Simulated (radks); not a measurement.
# Valence configurations of Pt

An exercise on one series of results from a longer session: the logs are not shown, and one member is left open.

Program: radks (a radial shooting solver on a logarithmic mesh, Libxc functionals) version 1. Level of theory: Dirac Kohn-Sham, PBEsol, spin-unpolarised, spherical densities, point nucleus; open shells fill j = l - 1/2 first. These are calculated values, not measurements, unless marked.

**The system**

```
element       : platinum (Z = 78)
charge        : 0
electrons     : 78
configuration : [Xe] 4f14 5d9 6s1
others tried  : 4f14 5d10; 4f14 5d8 6s2; 4f14 5d8 6s1.5 6p0.5; 4f14 5d8 6s1 6p1; 4f14 5d7.5 6s2 6p0.5; 4f13 5d9 6s1 6p1; 4f13.5 5d9 6s1 6p0.5; 4f12 5d9 6s1 6p2; 4f13.5 5d9 6s1.5
```

Set-up of the first run:

Settings of this run:

```text
Z 78
configuration [Xe] 4f14 5d9 6s1
relativity Dirac
functional pbe_sol,pbe_sol
spin unpolarised
j_filling energy
nucleus point
c 137.035999084
```

Steps of the session up to this table: [Xe] 4f14 5d9 6s1.

One of the session's tables, all rows but one given; the rest of the session is left out.

It belongs to the step «[Xe] 4f14 5d9 6s1». From the orbitals of this run (lengths in bohr):

| level | <r> | outermost maximum (interpolated) | 90 % within | nodes |
| --- | --- | --- | --- | --- |
| 5s1/2 | 0.9531 | 0.870 | 1.36 | 4 |
| 4f5/2 | 0.5126 | 0.383 | 0.828 | 0 |
| 4f7/2 | 0.5200 | 0.387 | 0.840 | 0 |
| 5p1/2 | ? | ? | ? | ? |
| 5p3/2 | 1.136 | 1.00 | 1.66 | 3 |
| 5d3/2 | 1.650 | 1.24 | 2.62 | 2 |
| 6s1/2 | 2.914 | 2.38 | 4.39 | 5 |
| 5d5/2 | 1.740 | 1.28 | 2.79 | 2 |

**Question.** Estimate the row for 5p1/2.

As computed: <r>: 1.035; outermost maximum (interpolated): 0.922; 90 % within: 1.50; nodes: 3. In the column «<r>» it lies between 5s1/2 (0.9531) and 5p3/2 (1.136).
